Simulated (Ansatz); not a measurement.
# MoRu3W: the cost of one run

Method: DFT PBE, scalar-relativistic, plane waves, PAW, in Ansatz 0.2.0.

## Step 1: The structure to begin with

The structure is cubic, space group Pm-3m (No. 221). Conventional cell: a = 4.305 Å, b = 4.305 Å, c = 4.305 Å, α = 90.00°, β = 90.00°, γ = 90.00°. Around Mo (site symmetry m-3m) lie 12 Ru at 3.04 Å. Ru (site symmetry 4/mmm) has 2 W at 2.15 Å as nearest neighbours. W (site symmetry m-3m) is surrounded by 6 Ru at 2.15 Å.

Coordinates:

```xyz
5
Lattice="4.3046 0.0000 0.0000 0.0000 4.3046 0.0000 0.0000 0.0000 4.3046" Properties=species:S:1:pos:R:3 pbc="T T T"
Mo    0.0000    0.0000    0.0000
Ru    0.0000    2.1523    2.1523
Ru    2.1523    0.0000    2.1523
Ru    2.1523    2.1523    0.0000
W     2.1523    2.1523    2.1523
```

The cell is invented: species swapped into a database cell of Ca3GeN (Pm-3m, No. 221), with Ru on the Ca sites, Mo on the Ge sites and W on the N sites. Its size is a rough estimate.

## Step 2: Probe: one point on a coarse mesh

The input, input.yaml:

```yaml
crystal:
  lattice:
    - [4.30457737, 0.0, 0.0]
    - [0.0, 4.30457737, 0.0]
    - [0.0, 0.0, 4.30457737]
  atoms:
    - { symbol: Mo, position: [0.0, 0.0, 0.0] }
    - { symbol: Ru, position: [0.0, 0.5, 0.5] }
    - { symbol: Ru, position: [0.5, 0.0, 0.5] }
    - { symbol: Ru, position: [0.5, 0.5, 0.0] }
    - { symbol: W, position: [0.5, 0.5, 0.5] }
basis:
  ecutwfc: 420
kpoints:
  mp_grid: { grid: [4, 4, 4] }
hamiltonian:
  xc: pbe
scf:
  occupations: { method: gaussian, width: 0.1 }
  lower_state_search: "off"
output:
  forces: true
  stress: true
  eigenvalues: true
```

The run is started by

```sh
ansatz run input.yaml --threads 1 --pin off --max-ram 2560MiB --backend cpu --events-out ev --progress --plain --runs-dir out
```

Q: Estimate wall time and peak memory on 1 thread of Intel Xeon at 2.70GHz, shared host.

About 3.2 s, with a peak of 0.38 GiB.
